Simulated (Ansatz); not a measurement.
# TlSbO2: the cost of one run

Computed with Ansatz 0.2.0 (reference: DFT, HSE06, plane waves, PAW, unless a step's input says otherwise).

3 further runs of the same task are left out: 3 that didn't finish.

### Step 1. The system as given

It takes space group R-3m (No. 166, trigonal). The conventional cell has a = 3.516 Å, b = 3.516 Å, c = 19.428 Å, α = 90.00°, β = 90.00°, γ = 120.00°. Tl (site symmetry -3m) is surrounded by 6 O at 2.89 Å. Around Sb (site symmetry -3m) lie 6 O at 2.35 Å. O (site symmetry 3m) has 3 Sb at 2.35 Å and 3 Tl at 2.89 Å as nearest neighbours.

Structure file:

```xyz
4
Lattice="1.7581 1.0151 6.4759 -1.7581 1.0151 6.4759 0.0000 -2.0301 6.4759" Properties=species:S:1:pos:R:3 pbc="T T T"
Tl    1.7581    1.0151    6.4759
Sb    0.0000    0.0000    9.7139
O     0.0000    0.0000    4.4125
O     0.0000    0.0000   15.0153
```

### Step 2. Baseline

File input.yaml:

```yaml
crystal:
  lattice:
    - [1.7581217909, 1.0150520892, 6.4759405486]
    - [-1.7581217909, 1.0150520892, 6.4759405486]
    - [0.0, -2.0301041785, 6.4759405486]
  atoms:
    - { symbol: Tl, position: [1.0, 0.0, 0.0] }
    - { symbol: Sb, position: [0.5, 0.5, 0.5] }
    - { symbol: O, position: [0.2271237186, 0.2271237186, 0.2271237186] }
    - { symbol: O, position: [0.7728762814, 0.7728762814, 0.7728762814] }
kpoints:
  mp_grid: { grid: [4, 4, 4] }
hamiltonian:
  xc: hse06
scf:
  occupations: { method: fermi_dirac, width: 0.02 }
  n_extra_bands: 5
output:
  forces: true
  stress: true
  eigenvalues: true
```

On the command line:

```bash
$ ansatz run input.yaml --threads 4 --pin off --max-ram 3686MiB --backend cpu --events-out ev --progress --plain --runs-dir out
```

**Question.** How long does this run take on 4 threads of an Arm CPU, shared host, and how much memory does it need?

About 15 s, with a peak of 1.2 GiB.
